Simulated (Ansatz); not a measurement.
# CH3ClF2Si: small, medium and large basis sets

How large a basis does CH3ClF2Si need? Two functionals are run in growing sets.

Program: Ansatz 0.2.0, Gaussian basis. Level of theory: one geometry, several basis sets. These are calculated values, not measurements.

Plan: PBE0-D4/def2-SVP; ωB97M-V/def2-SVP; PBE0-D4/def2-QZVPP; ωB97M-V/def2-QZVPP; the functionals' def2-TZVPP values are taken from earlier runs.

## 1. Structure used throughout

All runs share one geometry, relaxed beforehand with PBE0-D4 in a triple-zeta def2 set.

SMILES `C[Si](F)(F)Cl`, 8 atoms, charge 0, spin multiplicity 1.

Atoms are counted from 1 here; the program's logs count them from 0.

Bond lengths: C1–Si2 1.832 Å, C1–H6 1.092 Å, C1–H7 1.092 Å, C1–H8 1.092 Å, Si2–F3 1.582 Å, Si2–F4 1.582 Å, Si2–Cl5 2.029 Å. Angles: Si2–C1–H6 110.1°, Si2–C1–H7 110.4°, Si2–C1–H8 110.4°, H6–C1–H7 108.7°, H6–C1–H8 108.7°, H7–C1–H8 108.5°, C1–Si2–F3 111.0°, C1–Si2–F4 111.0°, C1–Si2–Cl5 112.6°, F3–Si2–F4 106.6°, F3–Si2–Cl5 107.7°, F4–Si2–Cl5 107.7°.

## 2. PBE0-D4 in def2-SVP

The input, in.yaml:

```yaml
crystal:
  periodic: [false, false, false]
  atoms:
    - {symbol: C, position_ang: [-0.808527, -0.299042, 0.512232]}
    - {symbol: Si, position_ang: [0.690598, 0.151390, -0.439162]}
    - {symbol: F, position_ang: [1.986962, -0.472288, 0.219057]}
    - {symbol: F, position_ang: [0.616165, -0.415564, -1.914223]}
    - {symbol: Cl, position_ang: [0.963118, 2.158495, -0.560944]}
    - {symbol: H, position_ang: [-0.917118, -1.385377, 0.549758]}
    - {symbol: H, position_ang: [-0.740189, 0.080447, 1.533393]}
    - {symbol: H, position_ang: [-1.698810, 0.124839, 0.044089]}
basis:
  gaussian: {orbitals: def2-SVP}
hamiltonian: {xc: pbe0, dispersion: d4}
output: {orbitals: {seedname: orbitals}}
```

Further steps of the session: ωB97M-V in def2-SVP; PBE0-D4 in def2-QZVPP; ωB97M-V in def2-QZVPP.

Before running them: what should the planned runs give, taken together? Wanted: PBE0-D4: double and triple zeta above quadruple; ωB97M-V: double and triple zeta above quadruple.

**Answer**, as computed:

```
                                       quantity           value
PBE0-D4: double and triple zeta above quadruple  16.60, 1.02 eV
ωB97M-V: double and triple zeta above quadruple  16.68, 0.96 eV
```

What this shows: For PBE0-D4 the step from double to triple zeta gains 15.58 eV and the next only 1.02 eV. Total energies overstate the basis error of differences, where much of it tends to cancel. The LUMO of ωB97M-V is positive and keeps falling with the basis (3.04 to 1.51 eV): an unbound level that the basis holds in place.
